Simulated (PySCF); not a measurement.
# C2H6GeN2O: the cost of one run

Computed with PySCF 2.14.0, with density-fitted response routines of our own, on a single molecule in the gas phase. Atoms are numbered from 0 throughout.

### Step 1. The molecule as given

12 atoms, charge 0, multiplicity 1; geometry from: GFN2-xTB.

Bonds of the start (Å): N0–C1 1.25, C1–Ge2 1.99, Ge2–C3 2.01, C3–N4 1.34, C3–O5 1.21, N0–H6 1.02, C1–H7 1.09, Ge2–H8 1.53, Ge2–H9 1.50, N4–H10 1.01, N4–H11 1.01.

### Step 2. Ultraviolet spectrum: wB97X-D/def2-SVPD

What the job is given:

```
{"job": {"kind": "uv", "xc": "wB97X-D", "basis": "def2-SVPD", "nstates": 8, "ntriplets": 3}, "charge": 0, "multiplicity": 1}
N     -2.846893     0.702425    -0.052356
C     -1.969457    -0.182732    -0.157629
Ge    -0.204471    -0.307628     0.750068
C      1.298801    -0.547745    -0.563090
N      2.234891     0.416248    -0.583684
O      1.316764    -1.510218    -1.293269
H     -2.627791     1.464889     0.590366
H     -2.194778    -0.996433    -0.845049
H      0.010830     0.917247     1.635285
H     -0.222771    -1.501122     1.665964
H      2.193675     1.193805     0.052466
H      3.012399     0.350578    -1.225098
```

With the program's defaults for keys left out, this is: TDDFT wB97X-D/def2-SVPD, vertical, gas phase, core orbitals frozen in the response.

Launch:

```bash
$ OMP_NUM_THREADS=1 python probes_run.py task.json out
```

One launch serves the whole session: the jobs run in the order shown.

**Question.** How long does this job take on 1 thread of Intel Xeon at 2.70GHz, shared host, and how much memory does it need?

About 47 s, with a peak of 0.77 GiB.
